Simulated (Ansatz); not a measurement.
# C2H6InN: one species, many methods

The task here is to estimate one member of a computed series from the others.

Program: Ansatz 0.2.0, Gaussian basis. Level of theory: functionals in def2-TZVPP, the program's frozen cores in correlated methods. These are calculated values, not measurements.

Levels to be run: LDA (SPW92), PBE-D4, revPBE-D4, BLYP-D4, r2SCAN-D4, B97M-V, PBE0-D4, B3LYP-D4, r2SCANh-D4, r2SCAN0-D4, HSE06-D4, BHLYP-D4, CAM-B3LYP-D4, LC-ωPBE, ωB97X-V, ωB97M-V, B2PLYP, PBE-QIDH; CCSD(T)/def2-SVP; CCSD(T)/def2-TZVPP; MP2/def2-QZVPP; extrapolation to the limit; RPA on PBE.

## Structure used throughout

An earlier PBE0-D4 in a triple-zeta def2 set relaxation fixed the geometry. In takes the def2 core potential; no spin-orbit term is included.

10 atoms, charge 0, spin multiplicity 1.

Atoms are counted from 1 here; the program's logs count them from 0.

Bond lengths: N1–C2 1.360 Å, N1–H5 1.002 Å, N1–H6 1.011 Å, C2–C3 1.346 Å, C2–H7 1.086 Å, C3–H8 1.083 Å, C3–H9 1.080 Å, In4–H10 1.882 Å. Angles: C2–N1–H5 120.1°, C2–N1–H6 118.8°, H5–N1–H6 118.0°, N1–C2–C3 125.9°, N1–C2–H7 114.3°, C3–C2–H7 119.7°, C2–C3–H8 121.8°, C2–C3–H9 119.3°, H8–C3–H9 118.7°.

The first run:

Contents of in.yaml:

```yaml
crystal:
  periodic: [false, false, false]
  atoms:
    - {symbol: N, position_ang: [-0.984458, 0.651702, -0.528806]}
    - {symbol: C, position_ang: [-0.650967, -0.572363, -0.038898]}
    - {symbol: C, position_ang: [0.166623, -0.810378, 1.003798]}
    - {symbol: In, position_ang: [2.023014, 0.116674, -1.119909]}
    - {symbol: H, position_ang: [-1.500439, 0.727352, -1.384402]}
    - {symbol: H, position_ang: [-0.465197, 1.460514, -0.215237]}
    - {symbol: H, position_ang: [-1.087591, -1.406028, -0.581653]}
    - {symbol: H, position_ang: [0.569680, -0.006937, 1.607476]}
    - {symbol: H, position_ang: [0.353054, -1.830440, 1.306674]}
    - {symbol: H, position_ang: [1.659181, 1.618803, -0.046043]}
basis:
  gaussian: {orbitals: def2-TZVPP}
hamiltonian: {xc: lda}
output: {orbitals: {seedname: orbitals}}
```

On the command line:

```
$ ansatz run in.yaml --threads 4 --pin off --events-out ev --progress --plain --max-ram 10444MiB
```

Among the steps run: LDA; PBE-D4 (GGA); revPBE-D4 (GGA); BLYP-D4 (GGA); r2SCAN-D4 (meta-GGA); B97M-V (meta-GGA); B3LYP-D4 (hybrid); r2SCANh-D4 (hybrid); r2SCAN0-D4 (hybrid); HSE06-D4 (hybrid); BHLYP-D4 (hybrid); CAM-B3LYP-D4 (range-separated); LC-ωPBE (range-separated); ωB97X-V (range-separated); ωB97M-V (range-separated); B2PLYP (double hybrid); PBE-QIDH (double hybrid).

One table of the session follows, with a row left open; its other results are not shown here.

It belongs to the step «Orbital energies across the functionals». 

| functional | HOMO (eV) | LUMO (eV) | gap (eV) |
| --- | --- | --- | --- |
| LDA (SPW92) | -4.56 | -2.16 | 2.39 |
| PBE-D4 | -4.39 | -1.92 | 2.47 |
| revPBE-D4 | -4.33 | -1.82 | 2.51 |
| BLYP-D4 | -4.30 | -1.86 | 2.44 |
| r2SCAN-D4 | -4.60 | -1.74 | 2.86 |
| B97M-V | -4.51 | -1.91 | 2.59 |
| PBE0-D4 | -5.28 | -1.26 | 4.02 |
| B3LYP-D4 | -5.16 | -1.48 | 3.68 |
| r2SCANh-D4 | -4.93 | -1.50 | 3.43 |
| r2SCAN0-D4 | -5.43 | -1.16 | 4.27 |
| HSE06-D4 | ? | ? | ? |
| BHLYP-D4 | -6.08 | -0.63 | 5.45 |
| CAM-B3LYP-D4 | -6.49 | -0.47 | 6.02 |
| LC-ωPBE | -7.61 | 0.50 | 8.11 |
| ωB97X-V | -7.35 | 0.41 | 7.77 |
| ωB97M-V | -7.28 | 0.15 | 7.44 |

Estimate the missing values for HSE06-D4.

The run gave: HOMO (eV): -4.89; LUMO (eV): -1.61; gap (eV): 3.28. In the column «HOMO (eV)» it lies between r2SCANh-D4 (-4.93) and r2SCAN-D4 (-4.60).
